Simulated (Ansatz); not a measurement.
**One shape, several levels: doublet GaSiH4F+**

Aim: a comparison of 6 runs (UB3LYP/6-31G*, U-wB97M-V/def2-SVP, UB2PLYP/def2-SVP, RPA@PBE/def2-SVP, RPA@PBE0/def2-SVP, UMP2/def2-SVP) of doublet GaSiH4F+. 

The results are computed with Ansatz 0.2.0.

64 further runs of the same task are left out: 64 set aside as unsound or not needed.

### 1 The structure to begin with

GaSiH4F+: 7 atoms, total charge +1, spin state doublet. SMILES of the parent species: `[F][GaH][SiH3]`. The coordinates come from a PBE0-D4/def2-TZVP relaxation. That shape belongs to the parent species and isn't relaxed for this state.

Bond lengths: F1–Ga2 1.766 Å, Ga2–Si3 2.406 Å, Ga2–H4 1.565 Å, Si3–H5 1.487 Å, Si3–H6 1.487 Å, Si3–H7 1.487 Å. Angles: F1–Ga2–Si3 112.7°, F1–Ga2–H4 112.3°, Si3–Ga2–H4 135.0°, Ga2–Si3–H5 109.4°, Ga2–Si3–H6 111.2°, Ga2–Si3–H7 109.6°, H5–Si3–H6 108.8°, H5–Si3–H7 108.9°, H6–Si3–H7 108.9°.

### 2 The energy at UB3LYP/6-31G(d) (spherical functions) (run 1)

run.yaml

```yaml
crystal:
  periodic: [false, false, false]
  atoms:
    - {symbol: F, position_ang: [0.231600, -2.152100, 1.342200]}
    - {symbol: Ga, position_ang: [0.019100, -0.400000, 1.279300]}
    - {symbol: Si, position_ang: [-0.029700, 0.450800, -0.970800]}
    - {symbol: H, position_ang: [-0.096900, 0.235400, 2.704700]}
    - {symbol: H, position_ang: [-1.196100, -0.125700, -1.691600]}
    - {symbol: H, position_ang: [-0.144400, 1.933400, -0.983000]}
    - {symbol: H, position_ang: [1.216400, 0.058100, -1.680800]}
basis:
  gaussian:
    orbitals: 6-31G_st_-spherical.json
total_charge: 1
magnetization:
  spin_polarized: true
  initial_magnetization: 1
hamiltonian:
  xc: {name: B3LYP}
accuracy: high
output: {orbitals: {seedname: orbitals}}
```

The basis set 6-31G* is read from a file made from the Basis Set Exchange's data (not shown).

On the command line:

```sh
$ ansatz run run.yaml --threads 1 --pin off --max-ram 3480MiB --events-out events.jsonl --progress --plain --runs-dir runs
```

Log:

```text
Warning: RAYON_NUM_THREADS=1 ignored (pool sized by the plan → 1); use --threads N
Functional definition: B3LYP
  name "B3LYP"
  parameter a0 = 0.2
  parameter ax = 0.72
  parameter ac = 0.81
  exchange = (1 - a0 - ax)*slater_x + ax*b88_x + a0*exact_x
  correlation = (1 - ac)*vwn_rpa_c + ac*lyp_c
1513 factors; integrals over basis functions are off by at most 1.1e-8 eV
mean field evaluation 1: about -63011.8052 eV, gradient 5.5e1 eV
mean field evaluation 2: about -62798.5718 eV, gradient 1.7e2 eV
mean field evaluation 4: about -63021.3692 eV, gradient 1.3e1 eV
mean field evaluation 8: about -63022.1383 eV, gradient 5.5e-1 eV
mean field evaluation 16: about -63022.1402 eV, gradient 1.2e-3 eV
mean field -63022.14023124 eV, -2316.0209355573 hartree, gradient 7.8e-8 eV, S^2 0.758266; 0 other end points of the search recorded, 0 dependent functions left out
reference -63022.14027479 eV, -2316.0209371576 hartree; 29, 28 occupied and 43, 44 virtual orbitals, 1513 factors
Total energy: -63022.14027479 eV, -2316.0209371576 hartree
```

It took 12 s on 1 thread of Arm Neoverse V1, shared host; peak memory 0.35 GiB.

### 3 A single-point energy at U-wB97M-V/def2-SVP (run 2)

in.yaml

```yaml
crystal:
  periodic: [false, false, false]
  atoms:
    - {symbol: F, position_ang: [0.231600, -2.152100, 1.342200]}
    - {symbol: Ga, position_ang: [0.019100, -0.400000, 1.279300]}
    - {symbol: Si, position_ang: [-0.029700, 0.450800, -0.970800]}
    - {symbol: H, position_ang: [-0.096900, 0.235400, 2.704700]}
    - {symbol: H, position_ang: [-1.196100, -0.125700, -1.691600]}
    - {symbol: H, position_ang: [-0.144400, 1.933400, -0.983000]}
    - {symbol: H, position_ang: [1.216400, 0.058100, -1.680800]}
basis:
  gaussian:
    orbitals: def2-SVP
output: {orbitals: {seedname: orbitals}}
total_charge: 1
hamiltonian:
  xc: {name: wB97M-V}
magnetization:
  spin_polarized: true
  initial_magnetization: 1
accuracy: high
```

On the command line:

```sh
$ ansatz run in.yaml --threads 1 --pin off --max-ram 3480MiB --events-out events.jsonl --progress --plain --runs-dir runs
```

Log, shortened:

```text
Warning: RAYON_NUM_THREADS=1 ignored (pool sized by the plan → 1); use --threads N
Functional definition: wB97M-V
  name "wB97M-V"
[...]
  gx(w, u) = 1 - cx + cx01*u + cx10*w
  gss(w, u) = css00 + css04*u^4 + css10*w + css20*w^2 + css43*w^4*u^3
  gos(w, u) = cos00 + cos10*w + (cos20 + cos21*u)*w^2 + (cos60 + cos61*u)*w^6
[...]
      + integral(e_c_pw_mod_opposite_spin*gos(b97_w_opposite, b97_u_opposite)) + vv10(b, c)
1714 factors; integrals over basis functions are off by at most 6.6e-9 eV
366 factors; integrals over basis functions are off by at most 2.2e-9 eV
[...]
mean field -63012.29175170 eV, -2315.6590106096 hartree, gradient 8.8e-8 eV, S^2 0.758717; 0 other end points of the search recorded, 0 dependent functions left out
reference -63012.29175665 eV, -2315.6590107915 hartree; 29, 28 occupied and 55, 56 virtual orbitals, 1714 factors
Total energy: -63012.29175665 eV, -2315.6590107915 hartree
```

It took 2.2 min on 1 thread of Arm Neoverse V1, shared host; peak memory 1 GiB.

Runs 3 to 5 aren't shown in full; the table further down has their settings and results.

### 4 A single-point energy at UMP2/def2-SVP (run 6)

molecule.yaml

```yaml
crystal:
  periodic: [false, false, false]
  atoms:
    - {symbol: F, position_ang: [0.231600, -2.152100, 1.342200]}
    - {symbol: Ga, position_ang: [0.019100, -0.400000, 1.279300]}
    - {symbol: Si, position_ang: [-0.029700, 0.450800, -0.970800]}
    - {symbol: H, position_ang: [-0.096900, 0.235400, 2.704700]}
    - {symbol: H, position_ang: [-1.196100, -0.125700, -1.691600]}
    - {symbol: H, position_ang: [-0.144400, 1.933400, -0.983000]}
    - {symbol: H, position_ang: [1.216400, 0.058100, -1.680800]}
basis:
  gaussian:
    orbitals: def2-SVP
correlation:
  method: mp2
  frozen_orbitals: {F: 1, Ga: 9, H: 0, Si: 5}
total_charge: 1
accuracy: high
magnetization:
  spin_polarized: true
  initial_magnetization: 1
```

On the command line:

```sh
$ ansatz run molecule.yaml --threads 1 --pin off --max-ram 3480MiB --events-out events.jsonl --progress --plain --runs-dir runs
```

Log, shortened:

```text
Warning: RAYON_NUM_THREADS=1 ignored (pool sized by the plan → 1); use --threads N
Functional definition: HF
  name "HF"
[...]
1714 factors; integrals over basis functions are off by at most 6.6e-9 eV
[...]
mean field -62945.35539848 eV, -2313.1991449999 hartree, gradient 8.6e-8 eV, S^2 0.788019; 4 other end points of the search recorded, 0 dependent functions left out
15 core orbitals not correlated: weight in the atoms' cores, before any rotation towards them, 1.000 or more for the frozen orbitals, at most 0.000 for the correlated occupied ones
reference -62945.35539848 eV, -2313.1991449999 hartree; 14, 13 occupied and 55, 56 virtual orbitals, 1714 factors
second order -13.25812917 eV of doubles, -0.00000000 eV of singles
Total energy: -62958.61352765 eV, -2313.6863722603 hartree
```

It took 6.3 s on 1 thread of Arm Neoverse V1, shared host; peak memory 0.33 GiB.

### 5 All runs side by side

| run | level | frozen core orbitals | energy (Eh) | ⟨S²⟩ | wall time |
| --- | --- | --- | --- | --- | --- |
| 1 | UB3LYP/6-31G* (spherical functions) | – | -2316.020937 | 0.758 | 12 s |
| 2 | U-wB97M-V/def2-SVP | – | -2315.659011 | 0.759 | 2.2 min |
| 3 | UB2PLYP/def2-SVP | 15 | -2315.253487 | 0.770 | 23 s |
| 4 | RPA@PBE/def2-SVP | 15 | -2313.943116 | 0.754 | 19 s |
| 5 | RPA@PBE0/def2-SVP | 15 | -2313.884227 | 0.760 | 21 s |
| 6 | UMP2/def2-SVP | 15 | -2313.686372 | 0.788 | 6.3 s |

### 6 What came out

| quantity | value |
| --- | --- |
| run 6: total energy | -2313.68637 Eh |
| run 6: correlation energy (15 core orbitals frozen) | -487.2 mEh |
| run 6: ⟨S²⟩ of the reference determinant | 0.788 |

In words: Totals of different functionals can't be ranked against each other. All runs together took 3.5 min, the longest 2.2 min.
